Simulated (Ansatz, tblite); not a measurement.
# The cluster Si₂F₃−: one state, many levels

Aim: run the singlet of the cluster Si₂F₃− at one geometry on many levels, and compare frontier levels, spin and run time.

Computed with Ansatz 0.2.0, Gaussian basis. Level: as each input shows.

Plan: GFN1-xTB, GFN2-xTB, PBE-D4/def2-TZVPD, r2SCAN-D4/def2-TZVPD, ωB97M-V/def2-TZVPD, B3LYP-D4/def2-TZVPD, PBE+10HF/def2-SVPD, PBE+15HF/def2-SVPD, PBE+40HF/def2-SVPD, PBE-D4/def2-SVPD, PBE0-D4/def2-SVPD, HF/STO-3G, CCSD(T)/def2-TZVPPD, MP2/def2-TZVPD, RPA/def2-TZVPD.

3 further runs of the same task are left out: 3 set aside as unsound or not needed. Runs told in other sessions of the task aren't counted.

### 1 The structure

The geometry is that of the singlet, from an earlier relaxation (PBE-D4/def2-SVPD). At that level it is the lowest of the isomers that a small search found.

5 atoms, charge -1, spin multiplicity 1.

Bond lengths: Si1–Si2 2.260 Å, Si1–F3 1.704 Å, Si1–F5 1.700 Å, Si2–F4 1.748 Å. Angles: Si2–Si1–F3 139.7°, Si2–Si1–F5 120.8°, F3–Si1–F5 99.5°, Si1–Si2–F4 100.9°.

As a file:

```xyz
5
charge -1, multiplicity 1
Si    1.95814    0.49623   -0.91855
Si    0.34844   -0.20838    0.50341
F     2.12744    1.44348   -2.32424
F    -1.06814    0.52849   -0.20833
F     3.58243    0.05189   -0.68229
```

The ion is computed in the gas phase, without counter-ions or solvent.

PBE0-D4/def2-TZVPD was run before; its log isn't repeated, and its numbers join the tables.

### 2 GFN1-xTB

Tight binding, by tblite at 300 K electronic temperature and without a spin-polarisation term:

```python
tblite.interface.Calculator('GFN1-xTB', numbers, positions, charge=-1, uhf=0).singlepoint()
```

Energy -529.4522 eV, HOMO -4.16 eV, LUMO -2.26 eV; 0.004 s.

### 3 GFN2-xTB

Tight binding, by tblite at 300 K electronic temperature and without a spin-polarisation term:

```python
tblite.interface.Calculator('GFN2-xTB', numbers, positions, charge=-1, uhf=0).singlepoint()
```

Energy -488.0298 eV, HOMO -1.51 eV, LUMO -0.05 eV; 0.005 s.

### 4 PBE-D4/def2-TZVPD

start.molden holds the orbitals of an earlier run on this state, given as this run's starting guess.

The input, in.yaml:

```yaml
crystal:
  periodic: [false, false, false]
  atoms:
    - {symbol: Si, position_ang: [1.958139, 0.496226, -0.918547]}
    - {symbol: Si, position_ang: [0.348441, -0.208378, 0.503406]}
    - {symbol: F, position_ang: [2.127436, 1.443475, -2.324245]}
    - {symbol: F, position_ang: [-1.068142, 0.528490, -0.208329]}
    - {symbol: F, position_ang: [3.582427, 0.051887, -0.682286]}
basis:
  gaussian: {orbitals: def2-TZVPD, initial_orbitals: start.molden}
total_charge: -1
hamiltonian: {xc: pbe, dispersion: d4}
scf: {omitted_lower_state_checks: [starts]}
output: {orbitals: {seedname: orbitals}}
```

Started as:

```console
ansatz run in.yaml --threads 4 --pin off --events-out ev --progress --plain --max-ram 4787MiB
```

The runs that follow: r2SCAN-D4/def2-TZVPD; ωB97M-V/def2-TZVPD; B3LYP-D4/def2-TZVPD; PBE+10HF/def2-SVPD; PBE+15HF/def2-SVPD; PBE+40HF/def2-SVPD; PBE-D4/def2-SVPD; PBE0-D4/def2-SVPD; HF/STO-3G; CCSD(T)/def2-TZVPPD; MP2/def2-TZVPD; RPA/def2-TZVPD.

Before running them: what should the planned runs give, taken together? Wanted: gap in def2-TZVPD, named functionals, smallest and largest; gap over the share of exact exchange; correlation energy, CCSD(T)/def2-TZVPPD; correlation energy, MP2/def2-TZVPD; PBE0 total energy, smallest basis above largest.

The runs gave:

| quantity | value |
| --- | --- |
| gap in def2-TZVPD, named functionals, smallest and largest | 1.79 eV (PBE-D4), 6.29 eV (ωB97M-V) |
| gap over the share of exact exchange | 1.91 eV at 0, 4.51 eV at 0.4 |
| correlation energy, CCSD(T)/def2-TZVPPD | -28.43 eV |
| correlation energy, MP2/def2-TZVPD | -26.91 eV |
| PBE0 total energy, smallest basis above largest | 15.06 eV (def2-SVPD, def2-TZVPD) |

In words: Over the named functionals in def2-TZVPD the gap runs from 1.79 eV (PBE-D4) to 6.29 eV (ωB97M-V); exact exchange widens it. Raising the share of exact exchange from 0 to 0.4 moves the HOMO by -1.43 eV and the LUMO by +1.17 eV. PBE-D4, r2SCAN-D4 put the HOMO above zero; others here keep it below zero, so the sign hangs on the functional's self-interaction and doesn't show that the species is unbound.
